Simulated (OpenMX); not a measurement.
# HfGe in OpenMX: the effect of volume scale

HfGe:

```
Hf Ge
1.0
     3.08535    0.00000    0.00000
     0.00000    3.08535    0.00000
     0.00000    0.00000    3.93704
Hf Ge
1 1
Direct
  0.50000 0.50000 0.00000
  0.00000 0.00000 0.00000
```

The cell was built by a generator and needn't be a form met in nature.

Alike in all runs:

| Property | Result |
| --- | --- |
| Program | OpenMX 3.8.5 |
| Task | single point |
| Functional | PBE |
| Potentials or basis | OpenMX 2013 PBE set, Hf7.0-s3p2d2f1, Ge7.0-s3p2d2, grid cutoff 400 Ry |
| k mesh | 7 × 7 × 5 |
| Occupations | fermi-dirac, width 0.05 eV |
| Spin | no spin polarisation |

```csv
volume scale,pressure (GPa)
0.88,104.6
0.92,88.8
0.96,?
1,63.7
1.04,54.0
1.08,45.4
```

What does the run with volume scale 0.96 give?

Pressure 74.9 GPa.

Worked out: A parabola through the other rows of the pressure, of slope -317 GPa per unit of volume scale there, gives 75.5 GPa, against the run's 74.9.

Caveats: the basis of atomic orbitals isn't converged, which shifts pressures, moduli and gaps; the cell as given lies far from equilibrium (some runs).
